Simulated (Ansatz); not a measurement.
## Fe3SnSb in Ansatz: convergence with k mesh

Input of the first run (k mesh 2 × 2 × 2); the others differ in this setting and in those tied to it:

File input.yaml:

```yaml
crystal:
  lattice:
    - [4.210306216, 0.0, 0.0]
    - [-2.105153108, 3.6462321408, 0.0]
    - [0.0, 0.0, 5.3996451298]
  atoms:
    - { symbol: Sb, position: [0.3333333333, 0.6666666667, 0.820475] }
    - { symbol: Sn, position: [0.0, 0.0, 0.17868] }
    - { symbol: Fe, position: [0.6666666667, 0.3333333333, 0.497558], spin: 3.0 }
    - { symbol: Fe, position: [0.3333333333, 0.6666666667, 0.341871], spin: 3.0 }
    - { symbol: Fe, position: [0.0, 0.0, 0.661415], spin: 3.0 }
hamiltonian:
  xc: pbe
  pseudopotentials: { kind: nc, accuracy: stringent }
magnetization:
  spin_polarized: true
kpoints:
  mp_grid: { grid: [2, 2, 2] }
scf:
  occupations: { method: cold, width: 0.05 }
output:
  forces: true
  stress: true
  eigenvalues: true
```

Potentials or basis: PseudoDojo stringent (PBE files).

The run is started by

```sh
$ ansatz run input.yaml --threads 2 --pin off --max-ram 5632MiB --backend cpu --events-out ev --progress --plain --runs-dir out
```

The cell comes from a database or a generator and needn't be the stable form of this composition.

Hardware: 2 threads of Arm Neoverse V2 (shared host).

| k mesh | energy less the tightest run, at zero smearing (meV/atom) | pressure (GPa) | largest force (eV/Å) | absolute moment (μB) | SCF cycles | CPU time (s) | peak memory (GiB) |
| --- | --- | --- | --- | --- | --- | --- | --- |
| 2 × 2 × 2 | 53.03 | 1.09 | 0.664 | 6.52 | 17 | 18 | 0.81 |
| 3 × 3 × 2 | 7.45 | 2.06 | 0.114 | 6.88 | 18 | 40 | 0.86 |
| 4 × 4 × 3 | -3.92 | -0.40 | 0.075 | 6.28 | 23 | 99 | 0.95 |
| 5 × 5 × 4 | 0.44 | 0.11 | 0.049 | 6.33 | 19 | 120 | 1.2 |
| 7 × 7 × 5 | 0.57 | 1.29 | 0.075 | 6.71 | 18 | 260 | 1.6 |
| 8 × 8 × 6 | -0.85 | 0.94 | 0.061 | 6.59 | 19 | 410 | 2 |
| 10 × 10 × 7 | 0.00 | 0.90 | 0.050 | 6.55 | 19 | 610 | 2.9 |
| 12 × 12 × 8 | timed out after 290 s | - | - | - | - | - | - |

Against the tightest run, the energy stays within 1 meV/atom from 5 × 5 × 4 on; the pressure stays within 0.1 GPa from 8 × 8 × 6 on. Not settled before the last step: the largest force (to 0.005 eV/Å), the absolute moment (to 0.02 μB). Meshes of other sizes hit other points, so gaps and Fermi surfaces needn't settle smoothly. The tightest run that finished is the yardstick and may itself not be fully converged.

Caveat, for the tightest run too: only a ferromagnetic start was run, and an antiferromagnetic order may lie lower in energy. Spin-orbit coupling is left out, which matters for the levels of Sb.
